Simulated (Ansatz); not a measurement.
# C2H3BO: a ladder of functionals and wavefunction methods

How much do the methods differ for C2H3BO? The plan is to run it at one geometry with functionals of several rungs and with coupled cluster, and see how far each lands from CCSD(T) at the basis-set limit for the atomisation energy.

Computed with Ansatz 0.2.0, Gaussian basis. Level: functionals in def2-TZVPP, the program's frozen cores in correlated methods.

Plan: LDA (SPW92), PBE-D4, revPBE-D4, BLYP-D4, r2SCAN-D4, B97M-V, PBE0-D4, B3LYP-D4, r2SCANh-D4, r2SCAN0-D4, HSE06-D4, BHLYP-D4, CAM-B3LYP-D4, LC-ωPBE, ωB97X-V, ωB97M-V, B2PLYP, PBE-QIDH; CCSD(T)/def2-SVP; CCSD(T)/def2-TZVPP; MP2/def2-QZVPP; extrapolation to the limit; RPA on PBE.

## 1. The geometry

The geometry comes from an earlier relaxation with PBE0-D4 in a triple-zeta def2 set; it is a stationary point, not always the lowest conformer.

SMILES `BC=C=O`, 7 atoms, charge 0, spin multiplicity 1.

Atoms are counted from 1 here; the program's logs count them from 0.

Bond lengths: B1–C2 1.505 Å, B1–H5 1.194 Å, B1–H6 1.196 Å, C2–C3 1.325 Å, C2–H7 1.084 Å, C3–O4 1.146 Å. Angles: C2–B1–H5 119.4°, C2–B1–H6 119.9°, H5–B1–H6 120.6°, B1–C2–C3 116.0°, B1–C2–H7 126.5°, C3–C2–H7 117.5°, C2–C3–O4 177.7°.

## 2. LDA

This LDA is Slater exchange with PW92 correlation.

File in.yaml:

```yaml
crystal:
  periodic: [false, false, false]
  atoms:
    - {symbol: B, position_ang: [-0.654561, 0.819084, -0.198703]}
    - {symbol: C, position_ang: [0.512620, -0.121594, -0.333487]}
    - {symbol: C, position_ang: [0.559495, -1.119069, 0.537767]}
    - {symbol: O, position_ang: [0.560963, -1.966090, 1.310257]}
    - {symbol: H, position_ang: [-0.756510, 1.739612, -0.952762]}
    - {symbol: H, position_ang: [-1.468882, 0.640166, 0.658296]}
    - {symbol: H, position_ang: [1.307976, -0.060108, -1.067066]}
basis:
  gaussian: {orbitals: def2-TZVPP}
hamiltonian: {xc: lda}
output: {orbitals: {seedname: orbitals}}
```

Command:

```
ansatz run in.yaml --threads 2 --pin off --events-out ev --progress --plain --max-ram 4352MiB
```

After this run come: PBE-D4 (GGA); revPBE-D4 (GGA); BLYP-D4 (GGA); r2SCAN-D4 (meta-GGA); B97M-V (meta-GGA); B3LYP-D4 (hybrid); r2SCANh-D4 (hybrid); r2SCAN0-D4 (hybrid); HSE06-D4 (hybrid); BHLYP-D4 (hybrid); CAM-B3LYP-D4 (range-separated); LC-ωPBE (range-separated); ωB97X-V (range-separated); ωB97M-V (range-separated); B2PLYP (double hybrid); PBE-QIDH (double hybrid); CCSD(T) in def2-SVP; CCSD(T) in def2-TZVPP; MP2 in def2-QZVPP; RPA on PBE orbitals.

Q: Predict the results of all the runs planned. Wanted: atomisation energy, CCSD(T)/CBS; farthest beyond LDA; mean size of error, GGA; mean size of error, meta-GGA; mean size of error, hybrid; mean size of error, range-separated; mean size of error, double hybrid; gap, smallest and largest; T1 diagnostic.

The runs gave:

```
                               quantity                                      value
        atomisation energy, CCSD(T)/CBS                              3009.8 kJ/mol
 functionals within 15.0 kJ/mol (0.5 %)                         r2SCAN0-D4, B2PLYP
                    farthest beyond LDA                     PBE-D4 (+146.8 kJ/mol)
                mean size of error, GGA                                89.6 kJ/mol
           mean size of error, meta-GGA                                56.4 kJ/mol
             mean size of error, hybrid                                47.5 kJ/mol
    mean size of error, range-separated                                33.0 kJ/mol
      mean size of error, double hybrid                                16.3 kJ/mol
              gap, smallest and largest  4.52 eV (LDA (SPW92)), 11.43 eV (LC-ωPBE)
                          T1 diagnostic                                     0.0172
triples share of the correlation energy                                      4.6 %
```

What this shows: LDA overbinds by 509.9 kJ/mol (17 %). PBE-D4 is off by +146.8 kJ/mol. Double hybrids carry the basis error of their MP2 part in triple zeta, and no dispersion term here, so their miss is partly the set-up's. By mean error the best rung here is double hybrid (16.3 kJ/mol) and the worst beyond LDA is GGA (89.6 kJ/mol). The reference freezes the cores and leaves out relativity and excitations past (T), so misses under about 15.0 kJ/mol can't be ranked. Hartree-Fock recovers 74 % of the binding; the rest is correlation. CCSD(T) in def2-SVP is off by -113.3 kJ/mol, worse than the median functional, from the basis alone. The gap grows from 4.5 to 11.4 eV across the functionals, mostly with the share of exact exchange.
